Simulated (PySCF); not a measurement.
# C₄H₉NSi: a tour of settings, part 2 of 2

PySCF 2.14.0. Atoms count from 0. The steps go on from the part before.

### 5 Indirect couplings: BP86/cc-pVDZ

Job settings and geometry (Å):

```
{"job": {"kind": "j", "xc": "BP86", "basis": "cc-pVDZ", "scf": {"guess": "random", "max_cycle": 56}}, "charge": 0, "multiplicity": 1}
C     -1.948741    -1.476004     0.059312
C     -1.140608    -0.416277     0.074665
C     -1.625414     0.985799     0.258441
C      0.298789    -0.592523    -0.091357
N      1.090939     0.383915    -0.078474
Si     2.786619     0.568646    -0.233154
H     -3.014234    -1.380465     0.181236
H     -1.569412    -2.475626    -0.073144
H     -2.706296     1.018221     0.362833
H     -1.322484     1.591445    -0.593049
H     -1.160814     1.418638     1.141969
H      0.627718    -1.632879    -0.227591
H      3.581871    -0.650449    -0.435075
H      3.170448     1.214068     1.020456
H      2.927207     1.451481    -1.388980
```

Method: BP86/cc-pVDZ indirect spin-spin coupling, non-relativistic, gas phase.

What it wrote:

```text
start from random orthonormal orbitals
final grid: 116104 points
cycle   1  E = -442.7341129929  dE = -2.882e+02  |g| = 8.089e+00  |ddm| = 4.943e+02
cycle   2  E = -272.7695963667  dE =  1.700e+02  |g| = 1.296e+01  |ddm| = 8.592e+01
cycle   3  E = -481.4985818814  dE = -2.087e+02  |g| = 4.356e+00  |ddm| = 5.624e+01
cycle   4  E = -460.6619484429  dE =  2.084e+01  |g| = 9.153e+00  |ddm| = 3.935e+01
cycle   5  E = -485.3018200316  dE = -2.464e+01  |g| = 6.253e+00  |ddm| = 1.834e+01
cycle   6  E = -482.8980091042  dE =  2.404e+00  |g| = 5.711e+00  |ddm| = 7.485e+00
cycle   7  E = -493.4243117103  dE = -1.053e+01  |g| = 4.636e+00  |ddm| = 7.981e+00
cycle   8  E = -484.0552702567  dE =  9.369e+00  |g| = 5.353e+00  |ddm| = 8.388e+00
cycle   9  E = -491.5576680701  dE = -7.502e+00  |g| = 4.506e+00  |ddm| = 5.507e+00
cycle  10  E = -484.8028597536  dE =  6.755e+00  |g| = 5.416e+00  |ddm| = 5.646e+00
cycle  11  E = -499.6647756349  dE = -1.486e+01  |g| = 2.916e+00  |ddm| = 1.040e+01
cycle  12  E = -490.6367694122  dE =  9.028e+00  |g| = 4.613e+00  |ddm| = 1.579e+01
cycle  13  E = -501.0727166836  dE = -1.044e+01  |g| = 1.640e+00  |ddm| = 1.483e+01
cycle  14  E = -501.7123416252  dE = -6.396e-01  |g| = 1.186e+00  |ddm| = 3.587e+00
cycle  15  E = -501.9575213391  dE = -2.452e-01  |g| = 6.836e-01  |ddm| = 2.465e+00
cycle  16  E = -502.0610415844  dE = -1.035e-01  |g| = 2.424e-01  |ddm| = 1.257e+00
cycle  17  E = -502.0764164854  dE = -1.537e-02  |g| = 4.213e-02  |ddm| = 4.362e-01
cycle  18  E = -502.0767208797  dE = -3.044e-04  |g| = 2.545e-02  |ddm| = 9.776e-02
cycle  19  E = -502.0769100383  dE = -1.892e-04  |g| = 5.769e-03  |ddm| = 4.194e-02
cycle  20  E = -502.0769192365  dE = -9.198e-06  |g| = 1.406e-03  |ddm| = 1.152e-02
cycle  21  E = -502.0769196661  dE = -4.296e-07  |g| = 6.329e-04  |ddm| = 3.611e-03
cycle  22  E = -502.0769197501  dE = -8.393e-08  |g| = 1.252e-04  |ddm| = 1.446e-03
cycle  23  E = -502.0769197546  dE = -4.493e-09  |g| = 5.054e-05  |ddm| = 3.143e-04
cycle  24  E = -502.0769197552  dE = -6.746e-10  |g| = 9.251e-06  |ddm| = 1.031e-04
converged SCF energy = -502.0769197552

Indirect spin-spin couplings (Hz)
  i      j    bonds     total        FC       PSO       DSO        SD
  0 C    1 C    1     79.287    87.418    -8.324     0.194         -
  0 C    2 C    2      0.472     0.793    -0.273    -0.049         -
  0 C    3 C    2      1.229     1.240    -0.002    -0.009         -
  0 C    4 N    3     -3.506    -2.630     0.038     0.035    -0.949
  0 C    5 Si   4      0.389     0.348    -0.014     0.043     0.012
  0 C    6 H    1    151.822   151.152     0.005     0.665         -
  0 C    7 H    1    148.938   148.246     0.015     0.677         -
  0 C    8 H    3      4.375     4.686    -0.317     0.007         -
  0 C    9 H    3      5.036     5.276     0.160    -0.400         -
  0 C   10 H    3      5.011     5.250     0.154    -0.394         -
  0 C   11 H    3      1.906     2.037    -0.181     0.050         -
  0 C   13 H    5      1.188     1.291     0.090    -0.193         -
  0 C   14 H    5      1.179     1.282     0.090    -0.194         -
  1 C    2 C    1     53.907    54.953    -1.277     0.231         -
  1 C    3 C    1     70.666    72.920    -2.541     0.288         -
  1 C    4 N    2     -7.007    -7.079    -0.145    -0.002     0.219
  1 C    5 Si   3     -9.688    -9.504    -0.125     0.045    -0.103
  1 C    6 H    2     -0.351     1.446    -1.385    -0.412         -
  1 C    7 H    2      0.462     2.358    -1.485    -0.411         -
  1 C    8 H    2     -0.488    -0.157    -0.227    -0.104         -
  1 C    9 H    2     -4.778    -4.765     0.012    -0.025         -
  1 C   10 H    2     -4.832    -4.823     0.016    -0.024         -
  1 C   11 H    2     15.497    16.043    -0.427    -0.120         -
  1 C   12 H    4      0.580     0.685     0.084    -0.189         -
  1 C   13 H    4     -1.407    -1.317     0.076    -0.167         -
  1 C   14 H    4     -1.401    -1.310     0.076    -0.168         -
  2 C    3 C    2      0.376     0.463    -0.093     0.006         -
  2 C    4 N    3     -1.603    -1.585     0.010    -0.017    -0.010
  2 C    5 Si   4      0.252     0.270    -0.038     0.030    -0.010
  2 C    6 H    3      4.218     4.323    -0.074    -0.031         -
  2 C    7 H    3      6.522     6.795     0.232    -0.505         -
  2 C    8 H    1    130.383   128.761     0.901     0.721         -
  2 C    9 H    1    131.276   129.708     0.816     0.751         -
  2 C   10 H    1    131.083   129.510     0.822     0.751         -
  2 C   11 H    3      1.585     1.765     0.277    -0.457         -
  3 C    4 N    1    -18.539   -24.122     6.602    -0.092    -0.927
  3 C    5 Si   2     -0.542    -0.660     0.127     0.060    -0.069
  3 C    6 H    3      8.744     8.987     0.195    -0.438         -
  3 C    7 H    3      6.007     5.977    -0.102     0.132         -
  3 C    8 H    3      4.582     4.715     0.283    -0.415         -
  3 C    9 H    3      1.394     1.485    -0.112     0.021         -
  3 C   10 H    3      1.344     1.434    -0.106     0.016         -
  3 C   11 H    1    146.458   145.977    -0.637     1.119         -
  3 C   12 H    3      1.550     1.757    -0.119    -0.088         -
  3 C   13 H    3      4.311     4.536     0.124    -0.349         -
  3 C   14 H    3      4.330     4.556     0.124    -0.350         -
  4 N    5 Si   1      7.303     9.169    -2.127     0.040     0.221
  4 N    6 H    4     -0.181    -0.419     0.054     0.139     0.046
  4 N    7 H    4      0.287     0.363    -0.152     0.109    -0.033
  4 N    8 H    4     -0.541    -0.574    -0.094     0.122     0.005
  4 N    9 H    4      0.162     0.173     0.090    -0.119     0.018
  4 N   10 H    4      0.166     0.176     0.088    -0.115     0.018
  4 N   11 H    2      2.858     1.707     1.155     0.186    -0.191
  4 N   12 H    2     -0.168    -0.355     0.047     0.152    -0.012
  4 N   13 H    2     -2.699    -2.907     0.161     0.037     0.010
  4 N   14 H    2     -2.726    -2.936     0.162     0.038     0.010
  5 Si   6 H    5     -1.154    -1.178    -0.128     0.180    -0.027
  5 Si   7 H    5     -0.474    -0.476    -0.094     0.112    -0.016
  5 Si   9 H    5     -0.174    -0.170    -0.060     0.060    -0.004
  5 Si  10 H    5     -0.181    -0.178    -0.060     0.061    -0.004
  5 Si  11 H    3     -9.416    -9.433    -0.029     0.078    -0.033
  5 Si  12 H    1   -160.440  -160.678     0.803    -0.210    -0.355
  5 Si  13 H    1   -186.625  -187.035     1.018    -0.217    -0.391
  5 Si  14 H    1   -186.586  -186.996     1.018    -0.217    -0.392
  6 H    7 H    2     -0.914    -0.127     2.600    -3.387         -
  6 H    9 H    4     -1.970    -1.591     0.835    -1.214         -
  6 H   10 H    4     -2.015    -1.645     0.816    -1.186         -
  6 H   11 H    4     -1.040    -0.487     1.075    -1.629         -
  6 H   12 H    6     -0.263     0.023     0.455    -0.741         -
  6 H   13 H    6     -0.989    -0.686     0.444    -0.746         -
  6 H   14 H    6     -0.986    -0.682     0.445    -0.749         -
  7 H    8 H    4     -0.445     0.206     1.056    -1.707         -
  7 H    9 H    4     -1.926    -1.345     1.142    -1.723         -
  7 H   10 H    4     -2.001    -1.422     1.137    -1.716         -
  7 H   11 H    4      0.327    -0.312    -1.112     1.752         -
  7 H   13 H    6     -0.921    -0.619     0.341    -0.643         -
  7 H   14 H    6     -0.920    -0.616     0.343    -0.647         -
  8 H    9 H    2     -9.803    -9.345     2.118    -2.576         -
  8 H   10 H    2     -9.878    -9.423     2.118    -2.574         -
  8 H   11 H    4     -0.153     0.384     1.225    -1.762         -
  8 H   12 H    6     -0.284     0.128     0.551    -0.963         -
  8 H   13 H    6     -0.266    -0.024     0.485    -0.727         -
  8 H   14 H    6     -0.265    -0.025     0.483    -0.724         -
  9 H   10 H    2    -14.288   -14.000     1.944    -2.232         -
  9 H   11 H    4     -0.930    -0.416     1.063    -1.577         -
  9 H   12 H    6     -0.447     0.040     0.338    -0.825         -
  9 H   13 H    6     -0.499    -0.323     0.167    -0.344         -
  9 H   14 H    6     -0.151    -0.268    -0.200     0.317         -
 10 H   11 H    4     -0.937    -0.425     1.065    -1.577         -
 10 H   12 H    6     -0.444     0.041     0.340    -0.825         -
 10 H   13 H    6     -0.162    -0.278    -0.195     0.311         -
 10 H   14 H    6     -0.508    -0.328     0.173    -0.353         -
 11 H   12 H    4      1.965     1.626    -0.397     0.736         -
 11 H   13 H    4     -1.996    -1.285     0.483    -1.194         -
 11 H   14 H    4     -1.990    -1.276     0.483    -1.197         -
 12 H   13 H    2      4.997     6.648     0.496    -2.147         -
 12 H   14 H    2      4.960     6.604     0.495    -2.139         -
 13 H   14 H    2     -3.421    -1.577     0.541    -2.384         -
```

It took 54 s on 1 thread of Arm Neoverse N1, shared host; peak memory 0.51 GiB.

Despite a poor start guess, the SCF converged in 24 cycles.

The basis is not made for couplings: without tight functions at the nuclei these values are rough.

Beyond four bonds or across contacts, the largest of 1 Hz or more: C0–H13 1.2 Hz, C0–H14 1.2 Hz, Si5–H6 -1.2 Hz.

A choice of the couplings up to four bonds, sorted by the number of bonds, with means over like pairs; isotopes 13C, 1H, 15N, 29Si:

| pair | bonds | J (Hz) | Fermi contact (Hz) | dihedral (°) |
| --- | --- | --- | --- | --- |
| Si5–H12 | 1 | -177.9 | -178.2 | – |
| C0–H6 | 1 | 151.8 | 151.2 | – |
| C0–H7 | 1 | 148.9 | 148.2 | – |
| C3–H11 | 1 | 146.5 | 146.0 | – |
| C2–H8 | 1 | 130.9 | 129.3 | – |
| C0–C1 | 1 | 79.3 | 87.4 | – |
| C1–C3 | 1 | 70.7 | 72.9 | – |
| C1–C2 | 1 | 53.9 | 55.0 | – |
| C3–N4 | 1 | -18.5 | -24.1 | – |
| C1–H11 | 2 | 15.5 | 16.0 | – |
| H8–H9 | 2 | -11.3 | -10.9 | – |
| C1–N4 | 2 | -7.0 | -7.1 | – |
| C1–H8 | 2 | -3.4 | -3.2 | – |
| N4–H11 | 2 | 2.9 | 1.7 | – |
| H12–H13 | 2 | 2.2 | 3.9 | – |
| N4–H12 | 2 | -1.9 | -2.1 | – |
| C0–C3 | 2 | 1.2 | 1.2 | – |
| C1–Si5 | 3 | -9.7 | -9.5 | 180 |
| Si5–H11 | 3 | -9.4 | -9.4 | 0 |
| C3–H6 | 3 | 8.7 | 9.0 | 180 |
| C2–H7 | 3 | 6.5 | 6.8 | -180 |
| C3–H7 | 3 | 6.0 | 6.0 | 0 |
| C0–H8 | 3 | 4.8 | 5.1 | – |
| C2–H6 | 3 | 4.2 | 4.3 | 0 |
| C0–N4 | 3 | -3.5 | -2.6 | -180 |
| C3–H12 | 3 | 3.4 | 3.6 | – |
| H7–H8 | 4 | -1.5 | -0.9 | – |
| H6–H9 | 4 | -1.3 | -1.1 | – |
| H6–H11 | 4 | -1.0 | -0.5 | – |

Means hide unlike values in this fixed geometry: C1–H8 from -4.8 to -0.5 Hz; H12–H13 from -3.4 to 5.0 Hz. They hold only if the pairs exchange fast.

The spin-dipole term was solved for some atoms only; pairs without it lack that part.

Quadrupole couplings from the field gradients of the same density:

| atom | isotope | eQq/h (MHz) | η |
| --- | --- | --- | --- |
| N4 | 14N | -4.134 | 0.54 |

### 6 Ultraviolet spectrum: wB97X-D/6-311G**

The job, as its differences from that of step 5:

```diff
@@ -1,2 +1,2 @@
-{"job": {"kind": "j", "xc": "BP86", "basis": "cc-pVDZ", "scf": {"guess": "random", "max_cycle": 56}}, "charge": 0, "multiplicity": 1}
+{"job": {"kind": "uv", "xc": "wB97X-D", "basis": "6-311G**", "nstates": 12, "ntriplets": 5, "tda": true}, "charge": 0, "multiplicity": 1}
 C     -1.948741    -1.476004     0.059312
```

Method: TDA wB97X-D/6-311G**, vertical, gas phase, core orbitals frozen in the response.

What it wrote:

```text
coarse grid: 12616 points
cycle   1  E = -501.9836684626  dE =  7.309e-01  |g| = 4.755e-01  |ddm| = 3.010e+00
cycle   2  E = -501.9704008767  dE =  1.327e-02  |g| = 5.780e-01  |ddm| = 1.108e+00
cycle   3  E = -502.0384967852  dE = -6.810e-02  |g| = 5.956e-02  |ddm| = 6.202e-01
cycle   4  E = -502.0393582258  dE = -8.614e-04  |g| = 2.783e-02  |ddm| = 7.277e-02
cycle   5  E = -502.0395597204  dE = -2.015e-04  |g| = 3.598e-03  |ddm| = 3.274e-02
cycle   6  E = -502.0395660495  dE = -6.329e-06  |g| = 1.894e-03  |ddm| = 7.835e-03
final grid: 116104 points
cycle   7  E = -502.0367052935  dE = -1.418e-04  |g| = 5.664e-03  |ddm| = 3.752e-02
cycle   8  E = -502.0367051329  dE =  1.606e-07  |g| = 5.698e-03  |ddm| = 8.311e-03
cycle   9  E = -502.0367112108  dE = -6.078e-06  |g| = 1.123e-03  |ddm| = 4.950e-03
cycle  10  E = -502.0367114606  dE = -2.498e-07  |g| = 2.641e-04  |ddm| = 1.254e-03
cycle  11  E = -502.0367114830  dE = -2.239e-08  |g| = 9.714e-05  |ddm| = 4.070e-04
cycle  12  E = -502.0367114854  dE = -2.433e-09  |g| = 2.869e-05  |ddm| = 1.359e-04
cycle  13  E = -502.0367114858  dE = -3.489e-10  |g| = 1.420e-05  |ddm| = 6.677e-05
converged SCF energy = -502.0367114858

Static polarisability (au): isotropic 79.602, principal 50.825 71.970 116.010

Singlet excitations
state   eV       nm        f      main configurations
  1   3.9404    314.6   0.00025   H->L 0.95
  2   6.3004    196.8   0.82623   H-1->L 0.90
  3   6.6124    187.5   0.08347   H->L+1 0.97
  4   7.3351    169.0   0.00225   H-3->L 0.34, H-4->L 0.27, H->L+2 0.21
  5   7.6979    161.1   0.00076   H-1->L+1 0.33, H->L+4 0.20, H->L+2 0.19
  6   7.7632    159.7   0.00433   H-1->L+1 0.41, H->L+2 0.17, H-4->L 0.15
  7   7.7708    159.6   0.16463   H-2->L 0.86
  8   7.8883    157.2   0.00514   H-4->L 0.40, H->L+4 0.15, H-3->L 0.12
  9   7.9468    156.0   0.00012   H->L+4 0.43, H->L+2 0.28, H-4->L 0.09
 10   8.1737    151.7   0.08987   H->L+5 0.54, H->L+3 0.35
 11   8.4388    146.9   0.00284   H-1->L+3 0.77
 12   8.5153    145.6   0.00203   H-6->L 0.64, H-3->L 0.22

Triplet excitations (Tamm-Dancoff, eV): 3.4192 3.5775 5.4529 6.3074 6.9468
```

Run time: 36 s. Hardware: 1 thread of Arm Neoverse N1, shared host; peak memory 0.8 GiB.

In short: HOMO -8.81 eV, LUMO 0.41 eV; lowest singlet 3.94 eV.

### 7 Run by run: electronic excitations

Excitations and ground-state properties, with basis size and wall time:

| run | lowest singlet (eV) | brightest (eV) | f | gap (eV) | α (Å³) | μ (D) | functions | time |
| --- | --- | --- | --- | --- | --- | --- | --- | --- |
| PBE0/def2-SVPD | 3.73 | 6.01 | 0.587 | 5.47 | 13.29 | 1.52 | 196 | 45 s |
| wB97X-D/6-311G** | 3.94 | 6.30 | 0.826 | 9.23 | 11.80 | 1.45 | 170 | 36 s |

### 8 Outcome

This closing draws on all 2 parts.

```
                                    quantity                                               value
             lowest singlet (PBE0/def2-SVPD)                         3.73 eV (333 nm), f = 0.000
    brightest single state of those computed                         state 2, 6.01 eV, f = 0.587
                              lowest triplet                                             3.18 eV
largest coupling of the table (BP86/cc-pVDZ)  1J(Si,H) Si5–H12, -177.9 Hz (mean over like pairs)
                 range of the lowest singlet                                     3.73 to 3.94 eV
               property runs in this session     5, of which 2 failed and 0 gave unsound results
```

What this shows: Single values in the summary come from the first sound run of each kind (PBE0/def2-SVPD; BP86/cc-pVDZ), which need not be the best level. The lowest singlet, at 3.73 eV, is HOMO→LUMO 0.98 and is dark; of the 6 states computed, the strongest absorption comes from state 2 at 6.01 eV. The lowest triplet lies 0.54 eV below the lowest singlet. Of the pairs tabulated at BP86/cc-pVDZ, Si5–H12 (mean over like pairs) couples most strongly (-177.9 Hz; Fermi contact -178.2 Hz). Couplings across rotatable bonds belong to this one conformer; where others are populated, the observed values are averages. The lowest singlet runs from 3.73 eV (PBE0/def2-SVPD) to 3.94 eV (wB97X-D/6-311G**), while the orbital gap spans 5.47 to 9.23 eV. The lowest state need not be the same one in every run. The runs solved for a few states only, so the brightest column depends on that window. Couplings from bases without tight functions are rough.
